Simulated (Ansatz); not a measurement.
Set up this calculation in Ansatz 0.2.0, as the native input.

* Task: electron localisation function
* Functional: PBE
* Potentials or basis: Ansatz PAW
* Cutoff: 420 eV (not typed: the program's choice for these potentials)
* k mesh: 7 × 5 × 4
* Occupations: fermi-dirac, width 0.05 eV
* Spin: no spin polarisation

The system is HPbNO4.

```
CELL_PARAMETERS angstrom
4.12040 -0.00081 -0.01120
0.00404 6.42722 0.05360
0.02791 3.20707 7.74994
ATOMIC_POSITIONS crystal
H 0.90366 0.21821 0.48851
H 0.40337 0.78177 0.51142
Pb 0.39455 0.30863 0.70725
Pb 0.89489 0.69135 0.29266
N 0.63409 0.19990 0.20730
N 0.13386 0.80012 0.79275
O 0.90829 0.32866 0.54369
O 0.53792 0.39076 0.19497
O 0.53483 0.11279 0.10602
O 0.83718 0.08887 0.32672
O 0.40817 0.67132 0.45624
O 0.03774 0.60924 0.80520
O 0.03429 0.88737 0.89397
O 0.33716 0.91101 0.67330
```

The cell was built by a generator and needn't be a form met in nature.

The input as run:

input.yaml

```yaml
crystal:
  lattice:
    - [4.1204, -0.00081, -0.0112]
    - [0.00404, 6.42722, 0.0536]
    - [0.02791, 3.20707, 7.74994]
  atoms:
    - { symbol: H, position: [0.90366, 0.21821, 0.48851] }
    - { symbol: H, position: [0.40337, 0.78177, 0.51142] }
    - { symbol: Pb, position: [0.39455, 0.30863, 0.70725] }
    - { symbol: Pb, position: [0.89489, 0.69135, 0.29266] }
    - { symbol: "N", position: [0.63409, 0.1999, 0.2073] }
    - { symbol: "N", position: [0.13386, 0.80012, 0.79275] }
    - { symbol: O, position: [0.90829, 0.32866, 0.54369] }
    - { symbol: O, position: [0.53792, 0.39076, 0.19497] }
    - { symbol: O, position: [0.53483, 0.11279, 0.10602] }
    - { symbol: O, position: [0.83718, 0.08887, 0.32672] }
    - { symbol: O, position: [0.40817, 0.67132, 0.45624] }
    - { symbol: O, position: [0.03774, 0.60924, 0.8052] }
    - { symbol: O, position: [0.03429, 0.88737, 0.89397] }
    - { symbol: O, position: [0.33716, 0.91101, 0.6733] }
hamiltonian:
  xc: pbe
  pseudopotentials: { kind: paw }
kpoints:
  mp_grid: { grid: [7, 5, 4] }
scf:
  occupations: { method: fermi_dirac, width: 0.05 }
output:
  forces: true
  stress: true
  eigenvalues: true
  write_density: true
  write_potential: true
  elf: true
  volumetric_format: npy
```

Potentials or basis: Ansatz PAW.

The run is started by

```console
$ ansatz run input.yaml --threads 8 --pin off --max-ram 20480MiB --backend cpu --events-out ev --progress --plain --runs-dir out
```

It gave:

* Pressure: 0.0 GPa
* Largest force: 0.007 eV/Å
* Band gap on the k mesh: 3.30 eV, indirect (least direct gap 3.39 eV)

Caveat: odd divisions of the mesh miss points on the zone boundary, where band edges often lie, so the gap on the mesh can be too wide; the pressure holds a Pulay correction of +0.6 GPa for the finite cutoff; spin-orbit coupling is left out, which as a rule narrows the gap of such compounds by several tenths of an eV.

Run time: 16 s on 8 threads of Arm Neoverse V1, on a shared host, peak memory 1.1 GiB.
